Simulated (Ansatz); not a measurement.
What does this script print? It uses Ansatz 0.2.0 through its Python package.

The script, `run_vcrelax.py`:
```python
"""Variable-cell relaxation of NbB2."""

import ansatz as az
from ase import Atoms
from ase.io import write
from ase.neighborlist import neighbor_list
import numpy as np

def edges_and_angles(cell):
    cell = np.asarray(cell)
    a, b, c = np.linalg.norm(cell, axis=1)
    cosines = cell[1] @ cell[2] / (b * c), cell[0] @ cell[2] / (a * c), cell[0] @ cell[1] / (a * b)
    return (a, b, c, *np.degrees(np.arccos(cosines)))

xtal = (
    az.Lattice.from_parameters(3.086, 3.086, 3.306, alpha=90, beta=90, gamma=120)
    .space_group(191)
    .atom("Nb", [0.0, 0.0, 0.0])
    .atom("B", [1 / 3, 2 / 3, 0.5])
)

# a pressure is positive in compression
model = (
    xtal.calculation()
    .functional("r2SCAN")
    .basis(39 * az.Ry)
    .occupations(az.OccupationsMethod.FERMI_DIRAC)
    .kpoints(9, 9, 7)
    .pseudopotentials("paw")
    .relax(force_tolerance=0.03, pressure=200 * az.kbar, stress_tolerance=0.01)
)
steps = []


def follow(event):
    if event["event"] != "relax_step":
        return
    row = event["data"]
    steps.append(row)
    print(f"step {row['step']:3d}  E = {row['lagrangian_ev']:.5f} eV  largest force component = {row['allowed_force_max_ev_ang']:.4f} eV/A  P = {row['pressure_gpa']:.3f} GPa")


outcome = model.session().plan(threads=1).execute(on_event=follow)
data = outcome.report

first, last = steps[0], steps[-1]
symbols = [site.symbol for site in outcome.lattice.sites]
print(f"energy gained {first['lagrangian_ev'] - last['lagrangian_ev']:.4f} eV in {len(steps) - 1} steps")
for label, vectors in (("before", first["cell_ang"]), ("after", outcome.lattice.cell_ang)):
    print(label, "a b c (A) {:.4f} {:.4f} {:.4f}  angles {:.2f} {:.2f} {:.2f}".format(*edges_and_angles(vectors)), f" V = {abs(np.linalg.det(vectors)):.3f} A^3")
print("final stress xx yy zz (GPa, compression positive):", np.round(np.diag(data["stress_gpa"]), 3) + 0.0)

relaxed = Atoms(symbols, positions=[site.position_ang for site in outcome.lattice.sites], cell=outcome.lattice.cell_ang, pbc=True)
write("relaxed.extxyz", relaxed, format="extxyz")

final = Atoms(symbols, positions=last["positions_ang"], cell=outcome.lattice.cell_ang, pbc=True)
i, j, d = neighbor_list("ijd", final, 4.5)
print("neighbours within 1.15 times the shortest distance of each atom (A)")
for atom in range(len(final)):
    near = [m for m in np.argsort(d) if i[m] == atom]
    shell = [m for m in near if d[m] < 1.15 * d[near[0]]]
    print(f"{symbols[atom]}{atom} ({len(shell)}):", ", ".join(f"{symbols[j[m]]} {d[m]:.3f}" for m in shell))

print("atom   start x y z (A)              end x y z (A)")
for symbol, a, b in zip(symbols, first["positions_ang"], last["positions_ang"]):
    print(f"{symbol:3s}", " ".join(f"{v:8.4f}" for v in a), "  ", " ".join(f"{v:8.4f}" for v in b))

change = np.array(last["positions_ang"]) @ np.linalg.inv(last["cell_ang"]) - np.array(first["positions_ang"]) @ np.linalg.inv(first["cell_ang"])
moved = np.linalg.norm(change @ np.array(last["cell_ang"]), axis=1)
print("displacement within the cell, strain taken out (A):", " ".join(f"{s}:{d:.3f}" for s, d in zip(symbols, moved)))

print("%-22s %14.5f eV" % ("F = E - TS", data["free_energy_ev"]))
print("%-22s %14.5f eV" % ("E", data["internal_energy_ev"]))
print("%-22s %14.5f eV" % ("Harris-Foulkes", data["harris_foulkes_ev"]))
print("%-22s %14.5f eV" % ("Fermi level", data["fermi_energy_ev"]))
```

```console
$ python run_vcrelax.py
step   1  E = -4879.01049 eV  largest force component = 0.0000 eV/A  P = 4.908 GPa
step   2  E = -4878.86433 eV  largest force component = 0.0000 eV/A  P = 25.490 GPa
step   3  E = -4878.92561 eV  largest force component = 0.0000 eV/A  P = 19.525 GPa
step   4  E = -4878.92197 eV  largest force component = 0.0000 eV/A  P = 19.966 GPa
step   5  E = -4878.92170 eV  largest force component = 0.0000 eV/A  P = 19.999 GPa
step   6  E = -4878.92125 eV  largest force component = 0.0000 eV/A  P = 19.991 GPa
step   7  E = -4878.92117 eV  largest force component = 0.0000 eV/A  P = 20.000 GPa
step   8  E = -4878.92117 eV  largest force component = 0.0000 eV/A  P = 20.000 GPa
energy gained -0.0893 eV in 7 steps
before a b c (A) 3.0860 3.0860 3.3060  angles 90.00 90.00 120.00  V = 27.266 A^3
after a b c (A) 3.0433 3.0433 3.2532  angles 90.00 90.00 120.00  V = 26.093 A^3
final stress xx yy zz (GPa, compression positive): [20. 20. 20.]
neighbours within 1.15 times the shortest distance of each atom (A)
Nb0 (12): B 2.394, B 2.394, B 2.394, B 2.394, B 2.394, B 2.394, B 2.394, B 2.394, B 2.394, B 2.394, B 2.394, B 2.394
B1 (3): B 1.757, B 1.757, B 1.757
B2 (3): B 1.757, B 1.757, B 1.757
atom   start x y z (A)              end x y z (A)
Nb    0.0000   0.0000   0.0000      0.0000   0.0000   0.0000
B     0.0000   1.7817   1.6530      0.0000   1.7570   1.6266
B     1.5430   0.8909   1.6530      1.5216   0.8785   1.6266
displacement within the cell, strain taken out (A): Nb:0.000 B:0.000 B:0.000
F = E - TS                -4878.92117 eV
E                         -4878.88954 eV
Harris-Foulkes            -4878.92117 eV
Fermi level                  19.76079 eV
```

`relaxed.extxyz`, as written:
```text
3
Lattice="3.0432796351720492 4.926247126990056e-18 1.6038995787476844e-18 -1.521639817586024 2.635557474878833 -4.229725194053176e-18 2.01350004662022e-16 3.4153213473254027e-16 3.253159909749775" Properties=species:S:1:pos:R:3 pbc="T T T"
Nb       0.00000000       0.00000000       0.00000000
B        0.00000000       1.75703832       1.62657995
B        1.52163982       0.87851916       1.62657995
```

Absolute energies stand on the zero of these potentials, so only differences at equal settings mean something. A total without «per atom» is that of the cell as typed. Forces vanish by symmetry, so the ions can't move, and the end may be a saddle. Part of the cell is held or a pressure is applied, so the end point needn't be the zero-pressure lattice. At a fixed pressure a relaxation lowers the enthalpy F + PV, while F alone can rise. The mesh is modest for a metal, so energies can be off by several to tens of meV an atom and pressures by half a GPa or more; differences at equal mesh fare better. The zero of the levels is a convention of the potentials, so an absolute Fermi energy is no work function. Energies along a relaxation are free energies. Rows at an unchanged volume are solved on a plane-wave basis chosen afresh for that cell, so the energy jumps there and such rows are no steps of the walk. Of the deposited cell: the entry's cell lengths or inner coordinates differ somewhat from later room-temperature determinations. Symmetry holds the cell in this phase, whether or not it is the stable one at this pressure. The starting cell is as deposited in a crystallographic database; the results hold for this polymorph, which needn't be the stable one. The whole script took 21 s on 1 thread of Arm Neoverse V1, with other jobs on the host, peak memory 0.5 GiB.

(Lines on the test bed's own set-up are left out of the output.)
